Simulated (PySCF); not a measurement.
**CHClFGeN (SMILES N#[C][GeH]([F])[Cl]) at 6 levels**

We compute a comparison of 6 runs (B2PLYP/cc-pVDZ, PBE/cc-pVDZ, r2SCAN/cc-pVDZ, wB97M-V/cc-pVDZ, wB97X/cc-pVDZ, SCS-MP2/cc-pVDZ) of CHClFGeN. 

The calculation is run with PySCF 2.14.0.

1 further run of the same task is left out (set aside as unsound or not needed).

## 1. Starting point

CHClFGeN has 6 atoms, charge 0, and is taken as a singlet. As SMILES, `N#[C][GeH]([F])[Cl]`. The coordinates come from a PBE0-D4/def2-TZVP relaxation.

Bond lengths: N1–C2 1.151 Å, C2–Ge3 1.913 Å, Ge3–F4 1.718 Å, Ge3–Cl5 2.113 Å, Ge3–H6 1.520 Å. Angles: N1–C2–Ge3 178.0°, C2–Ge3–F4 105.5°, C2–Ge3–Cl5 108.2°, F4–Ge3–Cl5 107.8°, C2–Ge3–H6 113.0°, F4–Ge3–H6 109.5°, Cl5–Ge3–H6 112.5°.

## 2. A single-point energy at B2PLYP/cc-pVDZ (run 1)

Input file run.py:

```python
from pyscf import gto, dft, mp

mol = gto.M(
    atom='''
N       -1.036900      -2.307000       0.030700
C       -0.544000      -1.267300       0.040100
Ge       0.237100       0.477900       0.107700
F        1.896000       0.253800      -0.276600
Cl      -0.627600       1.648100      -1.423900
H        0.117300       1.130400       1.475800
''',
    basis='cc-pvdz',
    verbose=3,
    max_memory=1860,
)

mf = dft.RKS(mol)
mf.xc = '0.53*HF + 0.47*B88, 0.73*LYP'
mf.grids.level = 5
mf.conv_tol = 1e-10
mf.kernel()
if not mf.converged:
    mf = mf.newton().run(mf.mo_coeff, mf.mo_occ)

pt = mp.MP2(mf, frozen=17).run()
e_tot = mf.e_tot + 0.27 * pt.e_corr
print('PT2 part  %.8f' % (0.27 * pt.e_corr))
print('Final energy', e_tot)
```

Launch:

```bash
$ OMP_NUM_THREADS=1 python run.py
```

Output:

```text
converged SCF energy = -2729.59542752363
E(RMP2) = -2730.46915429517  E_corr = -0.873726771538188
E(SCS-RMP2) = -2730.4380716999  E_corr = -0.842644176269052
PT2 part  -0.23590623
Final energy -2729.83133375195
```

Wall time 20 s (1 thread of Intel Xeon at 2.70GHz, shared host); peak memory 0.49 GiB.

## 3. The energy at PBE/cc-pVDZ (run 2)

Input file start.xyz:

```xyz
6

N     -1.036900    -2.307000     0.030700
C     -0.544000    -1.267300     0.040100
Ge     0.237100     0.477900     0.107700
F      1.896000     0.253800    -0.276600
Cl    -0.627600     1.648100    -1.423900
H      0.117300     1.130400     1.475800
```

Input file run.py:

```python
from pyscf import gto, dft

molecule = gto.M(
    atom='start.xyz',
    max_memory=1860,
    charge=0,
    basis='cc-pvdz',
    verbose=4,
)

mf = dft.RKS(molecule, xc='pbe')
mf.grids.level = 5
mf.conv_tol = 1e-10
mf.kernel()
if not mf.converged:
    mf = mf.newton().run(mf.mo_coeff, mf.mo_occ)

e_tot = mf.e_tot
print('E = %.10f Eh' % e_tot)
```

Launch:

```bash
$ OMP_NUM_THREADS=1 python run.py
```

Output:

```text
PySCF version 2.14.0

[... 81 lines left out ...]
converged SCF energy = -2729.82961930499
E = -2729.8296193050 Eh
```

Run time: 23 s. Hardware: 1 thread of Intel Xeon at 2.70GHz, shared host; peak memory 0.49 GiB.

## 4. A single-point energy at r2SCAN/cc-pVDZ (run 3)

Input file job.py:

```python
from pyscf import gto, dft

system = gto.M(
    atom=[
    ('N', (-1.036900, -2.307000, 0.030700)),
    ('C', (-0.544000, -1.267300, 0.040100)),
    ('Ge', (0.237100, 0.477900, 0.107700)),
    ('F', (1.896000, 0.253800, -0.276600)),
    ('Cl', (-0.627600, 1.648100, -1.423900)),
    ('H', (0.117300, 1.130400, 1.475800)),
],
    basis='cc-pvdz',
    max_memory=1860,
    verbose=4,
)

ks = dft.RKS(system, xc='r2scan')
ks.conv_tol = 1e-10
ks.grids.level = 5
ks.kernel()
if not ks.converged:
    ks = ks.newton().run(ks.mo_coeff, ks.mo_occ)

energy = ks.e_tot
print('E = %.10f Eh' % energy)
```

Launch:

```bash
$ OMP_NUM_THREADS=1 python job.py
```

Output:

```text
PySCF version 2.14.0

[... 81 lines left out ...]
converged SCF energy = -2730.40738784508
E = -2730.4073878451 Eh
```

Run time: 37 s. Hardware: 1 thread of Intel Xeon at 2.70GHz, shared host; peak memory 0.49 GiB.

Runs 4 to 5 aren't shown in full; the table further down has their settings and results.

## 5. A single-point energy at SCS-MP2/cc-pVDZ (run 6)

Input file run.py:

```python
from pyscf import gto, mp

mol = gto.Mole()
mol.atom = [
    ('N', (-1.036900, -2.307000, 0.030700)),
    ('C', (-0.544000, -1.267300, 0.040100)),
    ('Ge', (0.237100, 0.477900, 0.107700)),
    ('F', (1.896000, 0.253800, -0.276600)),
    ('Cl', (-0.627600, 1.648100, -1.423900)),
    ('H', (0.117300, 1.130400, 1.475800)),
]
mol.basis = 'cc-pvdz'
mol.max_memory = 1860
mol.verbose = 3
mol.build()

calc0 = mol.RHF()
calc0.conv_tol = 1e-10
calc0.kernel()
if not calc0.converged:
    calc0 = calc0.newton().run(calc0.mo_coeff, calc0.mo_occ)

pt = mp.MP2(calc0, frozen=17).run()
e_tot = calc0.e_tot + 1.2 * pt.e_corr_os + pt.e_corr_ss / 3
print('E(%s) = %.9f' % ('SCS-MP2', e_tot))
```

Launch:

```bash
$ OMP_NUM_THREADS=1 python run.py
```

Output:

```text
converged SCF energy = -2727.2592892631
E(RMP2) = -2727.96315655362  E_corr = -0.703867290516552
E(SCS-RMP2) = -2727.93920301969  E_corr = -0.679913756592183
E(SCS-MP2) = -2727.939203020
```

It took 2.8 s on 1 thread of Intel Xeon at 2.70GHz, shared host; peak memory 0.23 GiB.

## 6. All runs side by side

| run | level | frozen core orbitals | nlc grid | energy (Eh) | dipole moment (D) of the reference | HOMO energy (eV) | LUMO energy (eV) | wall time |
| --- | --- | --- | --- | --- | --- | --- | --- | --- |
| 1 | B2PLYP/cc-pVDZ | 17 | – | -2729.831334 | 2.93 | -11.20 | 0.03 | 20 s |
| 2 | PBE/cc-pVDZ | – | – | -2729.829619 | 2.66 | -8.37 | -2.21 | 23 s |
| 3 | r2SCAN/cc-pVDZ | – | – | -2730.407388 | 2.79 | -8.84 | -2.08 | 37 s |
| 4 | wB97M-V/cc-pVDZ | – | 1 | -2730.359995 | 2.82 | -12.18 | 0.79 | 99 s |
| 5 | wB97X/cc-pVDZ | – | – | -2730.536051 | 2.85 | -12.38 | 0.87 | 39 s |
| 6 | SCS-MP2/cc-pVDZ | 17 | – | -2727.939203 | 3.09 | -13.42 | 2.23 | 2.8 s |

## 7. What came out

| quantity | value |
| --- | --- |
| run 6: total energy | -2727.93920 Eh |
| run 6: dipole moment (Hartree–Fock density) | 3.09 D |
| run 6: HOMO energy (Hartree–Fock orbitals) | -13.42 eV |
| run 6: LUMO energy (Hartree–Fock orbitals) | 2.23 eV |
| run 6: HOMO–LUMO gap (Hartree–Fock orbitals) | 15.65 eV |
| run 6: correlation energy (17 core orbitals frozen) | -679.9 mEh |

What this shows: Over runs 1, 2, 3, 4, 5 the dipole moment (its size) runs from 2.66 D (PBE/cc-pVDZ) to 2.93 D (B2PLYP/cc-pVDZ). A double hybrid's value is that of its SCF part. Over runs 1, 2, 3, 4, 5 the HOMO–LUMO gap runs from 6.16 eV (PBE/cc-pVDZ) to 13.25 eV (wB97X/cc-pVDZ). Totals of different functionals can't be ranked against each other. All runs together took 3.7 min, the longest 99 s.
